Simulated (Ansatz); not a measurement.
Input of an Ansatz 0.2.0 run:

File input:

```
crystal:
  lattice:
    - [0.0, 2.31, 2.31]
    - [2.31, 0.0, 2.31]
    - [2.31, 2.31, 0.0]
  atoms:
    - { symbol: Hf, position: [0.5, 0.5, 0.5] }
    - { symbol: B, position: [0.0, 0.0, 0.0] }
hamiltonian:
  xc: hse06
  pseudopotentials: { kind: paw_fr }
magnetization:
  noncollinear: true
  spin_orbit: true
kpoints:
  mp_grid: { grid: [4, 4, 4] }
scf:
  occupations: { method: fermi_dirac, width: 0.05 }
output:
  forces: true
  stress: true
  eigenvalues: true
```

Problem. Estimate the band gap on the k mesh.

Solution. None (metal or under the smearing width).

Problem. Estimate the pressure.

Solution. 31.7 GPa.

Caveat: the k mesh is coarse (spacing up to 0.59 Å⁻¹), so the values aren't converged, least of all with exact exchange; a pressure of tens of GPa on the cell as given is suspect, and the run, the potentials or the cell itself is likely at fault; the PAW data sets come from PBE, with cores solved anew for the run's functional, which leaves a small shift of forces and pressure; the thresholds are loose for stress.
